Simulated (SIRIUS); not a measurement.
# Sn: single point with PBE

Sn, a sheet with vacuum:

```xyz
1
Lattice="2.9670 0.0000 0.0000 0.0000 2.9670 0.0000 0.0000 0.0000 23.8000" Properties=species:S:1:pos:R:3 pbc="T T T"
Sn    0.0000    0.0000    7.0001
```

The cell was built by a generator and needn't be a form met in nature.

```json
{"Program": "SIRIUS 7.10.0", "Task": "single point", "Functional": "PBE", "Potentials or basis": "JTH 2.0 PBE (PAW)", "Cutoff": "557 eV", "Density cutoff": "5442 eV", "k mesh": "5 × 5 × 1", "Occupations": "fermi-dirac, width 0.05 eV", "Spin": "no spin polarisation"}
```

| Property | Result |
| --- | --- |
| Band gap on the k mesh | 0.93 eV, indirect (least direct gap 1.16 eV) |

Stress tensor (GPa, compression positive):
```
-0.26  0.00  0.00
 0.00 -0.26  0.00
 0.00  0.00 -0.01
```

Levels at points of the mesh, in eV from the valence-band top:
```
           k point  band 4  band 5  band 6  band 7  band 8  band 9  band 10  band 11
(0.00, 0.00, 0.00)  -20.80  -20.65   -9.13   -1.56    3.54    4.47     4.77     5.50
```

Run time: 44 s on 1 thread of Arm Neoverse V1 (shared host), peak memory 0.94 GiB.

Caveat: the k mesh is coarse (spacing up to 0.42 Å⁻¹), so the values aren't converged; spin-orbit coupling is left out, which moves the levels of the heavy elements.
